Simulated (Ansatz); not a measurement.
Runs of Ansatz 0.2.0 on TaV. Symmetry: Cmmm, No. 65, orthorhombic system. Conventional cell: a = 3.213 Å, b = 4.616 Å, c = 4.341 Å, α = 90.00°, β = 90.00°, γ = 90.00°. Ta (site symmetry mmm) has 4 V at 2.70 Å and 4 Ta at 2.81 Å as nearest neighbours. V (site symmetry mmm) has 4 Ta at 2.70 Å and 4 V at 2.81 Å as nearest neighbours. The cell comes from a database or a generator and needn't be the stable form of this composition.

| task | level | U | smearing | gap on the mesh (eV) | pressure (GPa) | moment (μB) |
| --- | --- | --- | --- | --- | --- | --- |
| single point | RPBE | - | gaussian 0.1 eV | none | 3.6 | 0.00 |
| density of states | PBEsol+D4+U | Ta d U = 5.3 eV, V d U = 8 eV | methfessel-paxton 0.1 eV | none | 38.2 | 1.11 |
| single point | LDA | - | gaussian 0.1 eV | none | -12.2 | 0.00 |
| single point | PBE | - | gaussian 0.05 eV | none | (a) | 0.00 |

Alike in all rows: potentials or basis all-electron LAPW, scalar-relativistic; spin collinear, ferromagnetic start; cell as given; k mesh 10 × 10 × 6; cutoff (eV) 274; basis error allowed 0.001 eV/atom.

Q: Estimate the missing entries.

A: (a) -0.1.

Caveats: the starting moments weren't kept (some runs); the magnetic state may not be the lowest (some runs); a pressure of tens of GPa on the cell as given is suspect, and the run, the potentials or the cell itself is likely at fault (some runs); U is the effective U less J, on atomic orbitals that reach past the spheres (some runs); pairwise dispersion overbinds metals, which lowers pressure and volume (some runs); the U is typed as a test and isn't derived for this compound (some runs).

A k mesh can miss the band edges, and the runs leave out spin-orbit coupling on Ta.

A gap of «none» marks a metal or a gap under the smearing width.
